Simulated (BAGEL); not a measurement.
# One shape, several levels: C6H5F (SMILES Fc1ccccc1)

Wanted: a comparison of 3 runs (B3LYP/6-31G*, PBE0/6-31G*, RI-MP2/6-31G*) of C6H5F. 

The calculation is run with BAGEL 1.2.2.

2 further runs of the same task are left out: 2 set aside as unsound or not needed.

## (1) Starting point

C6H5F: 12 atoms, total charge 0, spin state singlet. As SMILES, `Fc1ccccc1`. The coordinates come from a PBE0-D4/def2-TZVP relaxation.

Bond lengths: F1–C2 1.340 Å, C2–C3 1.381 Å, C3–C4 1.387 Å, C4–C5 1.387 Å, C5–C6 1.387 Å, C2–C7 1.381 Å, C6–C7 1.387 Å, C3–H8 1.083 Å, C4–H9 1.084 Å, C5–H10 1.083 Å, C6–H11 1.084 Å, C7–H12 1.083 Å. Some angles: F1–C2–C3 118.9°, F1–C2–C7 118.9°, C3–C2–C7 122.3°, C2–C3–C4 118.5°, C3–C4–C5 120.5°, C4–C5–C6 119.8°, C5–C6–C7 120.5°, C2–C7–C6 118.5°, C2–C3–H8 119.6°, C4–C3–H8 121.9°.

## (2) The energy at B3LYP/6-31G(d) (density fitting with cc-pvqz-jkfit, spherical functions) (run 1)

Contents of dft.json:

```json
{ "bagel" : [

{
  "title" : "molecule",
  "basis" : "6-31gs.json",
  "df_basis" : "cc-pvqz-jkfit",
  "angstrom" : true,
  "geometry" : [
    { "atom" : "F", "xyz" : [       0.373400,      -2.651880,      -0.049000 ] },
    { "atom" : "C", "xyz" : [       0.186660,      -1.325620,      -0.024490 ] },
    { "atom" : "C", "xyz" : [      -0.745470,      -0.799820,       0.848530 ] },
    { "atom" : "C", "xyz" : [      -0.932320,       0.574350,       0.867240 ] },
    { "atom" : "C", "xyz" : [      -0.196600,       1.396240,       0.025800 ] },
    { "atom" : "C", "xyz" : [       0.733120,       0.840420,      -0.841100 ] },
    { "atom" : "C", "xyz" : [       0.932970,      -0.531670,      -0.873120 ] },
    { "atom" : "H", "xyz" : [      -1.307140,      -1.462390,       1.495210 ] },
    { "atom" : "H", "xyz" : [      -1.659890,       1.003340,       1.546360 ] },
    { "atom" : "H", "xyz" : [      -0.347620,       2.468730,       0.045610 ] },
    { "atom" : "H", "xyz" : [       1.310500,       1.477900,      -1.500520 ] },
    { "atom" : "H", "xyz" : [       1.652380,      -0.989580,      -1.540520 ] }
  ]
},

{ "title" : "ks", "xc_func" : "b3lyp" },

{ "title" : "print", "file" : "orbitals.molden", "orbitals" : true }

]}
```

The basis set 6-31G* is read from a file made from the Basis Set Exchange's data (not shown).

On the command line:

```bash
BAGEL_NUM_THREADS=1 BAGEL dft.json > dft.out
```

Log:

```text
* using 1 threads per process

  ===============================================================
  ===============================================================

  *** Geometry ***

  { "atom" : "F", "xyz" : [      0.705624,     -5.011327,     -0.092597 ] },
  { "atom" : "C", "xyz" : [      0.352736,     -2.505059,     -0.046279 ] },
  { "atom" : "C", "xyz" : [     -1.408734,     -1.511441,      1.603489 ] },
[... 8 lines of this table left out ...]
  { "atom" : "H", "xyz" : [      3.122546,     -1.870035,     -2.911161 ] },

  Number of auxiliary basis functions:      997

  Since a DF basis is specified, we compute 2- and 3-index integrals:
    o Being stored without compression. Storage requirement is 0.093 GB

  Number of basis functions:      108
  Number of electrons      :       50

    * METHOD: MOLECULE                             1.47

  *** Kohn-Sham DFT ***

    * Removing 25826 points whose weight is below 1.00e-10
    * Grid points: 153046

  === Nuclear Repulsion ===
   270.6516184304

       - DIIS with orbital gradients will be used.

  === KS iteration (b3lyp / 6-31gs.json) ===
      0       -281.67231043          0.14487450           0.84
      1       -226.18363781          0.18257869           0.81
      2       -181.09469046          0.20340710           0.78
[... 16 lines of this table left out ...]
     19       -331.47614922          0.00000001           0.79
    * SCF iteration converged.

    * Permanent dipole moment:
           (    0.071082,    -0.504764,    -0.009316) a.u.

    * METHOD: KS                                  17.39

    * METHOD: PRINT                                0.03

  ===============================================================
```

Run time: 19 s. Hardware: 1 thread of Arm Neoverse V1, shared host; peak memory 0.78 GiB.

## (3) A single-point energy at PBE0/6-31G(d) (density fitting with cc-pvqz-jkfit, spherical functions) (run 2)

Contents of job.json:

```json
{ "bagel" : [

{
  "title" : "molecule",
  "basis" : "6-31gs.json",
  "df_basis" : "cc-pvqz-jkfit",
  "angstrom" : true,
  "geometry" : [
    { "atom" : "F", "xyz" : [    0.373400,   -2.651880,   -0.049000 ] },
    { "atom" : "C", "xyz" : [    0.186660,   -1.325620,   -0.024490 ] },
    { "atom" : "C", "xyz" : [   -0.745470,   -0.799820,    0.848530 ] },
    { "atom" : "C", "xyz" : [   -0.932320,    0.574350,    0.867240 ] },
    { "atom" : "C", "xyz" : [   -0.196600,    1.396240,    0.025800 ] },
    { "atom" : "C", "xyz" : [    0.733120,    0.840420,   -0.841100 ] },
    { "atom" : "C", "xyz" : [    0.932970,   -0.531670,   -0.873120 ] },
    { "atom" : "H", "xyz" : [   -1.307140,   -1.462390,    1.495210 ] },
    { "atom" : "H", "xyz" : [   -1.659890,    1.003340,    1.546360 ] },
    { "atom" : "H", "xyz" : [   -0.347620,    2.468730,    0.045610 ] },
    { "atom" : "H", "xyz" : [    1.310500,    1.477900,   -1.500520 ] },
    { "atom" : "H", "xyz" : [    1.652380,   -0.989580,   -1.540520 ] }
  ]
},
{ "title" : "ks", "xc_func" : "pbe0" },
{ "title" : "print", "file" : "orbitals.molden", "orbitals" : true }

]}
```

The basis set 6-31G* is read from a file made from the Basis Set Exchange's data (not shown).

On the command line:

```bash
BAGEL_NUM_THREADS=1 BAGEL job.json > job.out
```

Log:

```text
* using 1 threads per process

  ===============================================================
  ===============================================================

  *** Geometry ***

  { "atom" : "F", "xyz" : [      0.705624,     -5.011327,     -0.092597 ] },
  { "atom" : "C", "xyz" : [      0.352736,     -2.505059,     -0.046279 ] },
  { "atom" : "C", "xyz" : [     -1.408734,     -1.511441,      1.603489 ] },
[... 8 lines of this table left out ...]
  { "atom" : "H", "xyz" : [      3.122546,     -1.870035,     -2.911161 ] },

  Number of auxiliary basis functions:      997

  Since a DF basis is specified, we compute 2- and 3-index integrals:
    o Being stored without compression. Storage requirement is 0.093 GB

  Number of basis functions:      108
  Number of electrons      :       50

    * METHOD: MOLECULE                             1.41

  *** Kohn-Sham DFT ***

    * Removing 25826 points whose weight is below 1.00e-10
    * Grid points: 153046

  === Nuclear Repulsion ===
   270.6516184304

       - DIIS with orbital gradients will be used.

  === KS iteration (pbe0 / 6-31gs.json) ===
      0       -281.29021692          0.14454171           0.81
      1       -226.59710869          0.18158928           0.78
      2       -181.62459146          0.20630695           0.77
[... 17 lines of this table left out ...]
     20       -331.10691518          0.00000001           0.84
    * SCF iteration converged.

    * Permanent dipole moment:
           (    0.072475,    -0.514664,    -0.009496) a.u.

    * METHOD: KS                                  17.98

    * METHOD: PRINT                                0.03

  ===============================================================
```

Run time: 20 s. Hardware: 1 thread of Arm Neoverse V1, shared host; peak memory 0.78 GiB.

## (4) The energy at RI-MP2/6-31G(d) (density fitting with cc-pvqz-jkfit, spherical functions) (run 3)

Contents of input.json:

```json
{ "bagel" : [

{
  "title" : "molecule",
  "basis" : "6-31gs.json",
  "df_basis" : "cc-pvqz-jkfit",
  "angstrom" : true,
  "geometry" : [
    { "atom" : "F", "xyz" : [       0.373400,      -2.651880,      -0.049000 ] },
    { "atom" : "C", "xyz" : [       0.186660,      -1.325620,      -0.024490 ] },
    { "atom" : "C", "xyz" : [      -0.745470,      -0.799820,       0.848530 ] },
    { "atom" : "C", "xyz" : [      -0.932320,       0.574350,       0.867240 ] },
    { "atom" : "C", "xyz" : [      -0.196600,       1.396240,       0.025800 ] },
    { "atom" : "C", "xyz" : [       0.733120,       0.840420,      -0.841100 ] },
    { "atom" : "C", "xyz" : [       0.932970,      -0.531670,      -0.873120 ] },
    { "atom" : "H", "xyz" : [      -1.307140,      -1.462390,       1.495210 ] },
    { "atom" : "H", "xyz" : [      -1.659890,       1.003340,       1.546360 ] },
    { "atom" : "H", "xyz" : [      -0.347620,       2.468730,       0.045610 ] },
    { "atom" : "H", "xyz" : [       1.310500,       1.477900,      -1.500520 ] },
    { "atom" : "H", "xyz" : [       1.652380,      -0.989580,      -1.540520 ] }
  ]
},

{
  "title" : "hf"
},

{
  "title" : "mp2",
  "ncore" : 7
}

]}
```

The basis set 6-31G* is read from a file made from the Basis Set Exchange's data (not shown).

On the command line:

```bash
BAGEL_NUM_THREADS=1 BAGEL input.json > input.out
```

Log:

```text
* using 1 threads per process

  ===============================================================
  ===============================================================

  *** Geometry ***

  { "atom" : "F", "xyz" : [      0.705624,     -5.011327,     -0.092597 ] },
  { "atom" : "C", "xyz" : [      0.352736,     -2.505059,     -0.046279 ] },
  { "atom" : "C", "xyz" : [     -1.408734,     -1.511441,      1.603489 ] },
[... 8 lines of this table left out ...]
  { "atom" : "H", "xyz" : [      3.122546,     -1.870035,     -2.911161 ] },

[... 23 lines left out ...]
    * SCF iteration converged.
[... 1 line left out ...]
    * Permanent dipole moment:
[... 2 lines left out ...]
    * METHOD: HF                                   5.22

  *** RHF ***

  === Nuclear Repulsion ===
   270.6516184304

      * DIIS with orbital gradients will be used.

  === RHF iteration (6-31gs.json) ===
      0       -329.55277653          0.00000000           0.30
    * SCF iteration converged.

    * Permanent dipole moment:
           (    0.094621,    -0.671927,    -0.012402) a.u.

  === DF-MP2 calculation ===

    * freezing 7 orbitals
    * 3-index integral transformation done
    * assembly done

      MP2 correlation energy:   -0.9121913769      0.27

      MP2 total energy:       -330.4649679073

    * METHOD: MP2                                  0.90

  ===============================================================
```

Wall time 7.8 s (1 thread of Arm Neoverse V1, shared host); peak memory 0.3 GiB.

## (5) All runs side by side

| run | level | frozen core orbitals | energy (Eh) | dipole moment (D) | HOMO energy (eV) | LUMO energy (eV) | wall time |
| --- | --- | --- | --- | --- | --- | --- | --- |
| 1 | B3LYP/6-31G* (density fitting with cc-pvqz-jkfit, spherical functions) | – | -331.476149 | 1.30 | -6.62 | -0.17 | 19 s |
| 2 | PBE0/6-31G* (density fitting with cc-pvqz-jkfit, spherical functions) | – | -331.106915 | 1.32 | -6.91 | -0.05 | 20 s |
| 3 | RI-MP2/6-31G* (density fitting with cc-pvqz-jkfit, spherical functions) | 7 | -330.464968 | – | – | – | 7.8 s |

## (6) What came out

| quantity | value |
| --- | --- |
| run 3: total energy | -330.46497 Eh |
| run 3: correlation energy (7 core orbitals frozen) | -912.2 mEh |

What this shows: Totals of different functionals can't be ranked against each other. All runs together took 47 s, the longest 20 s.
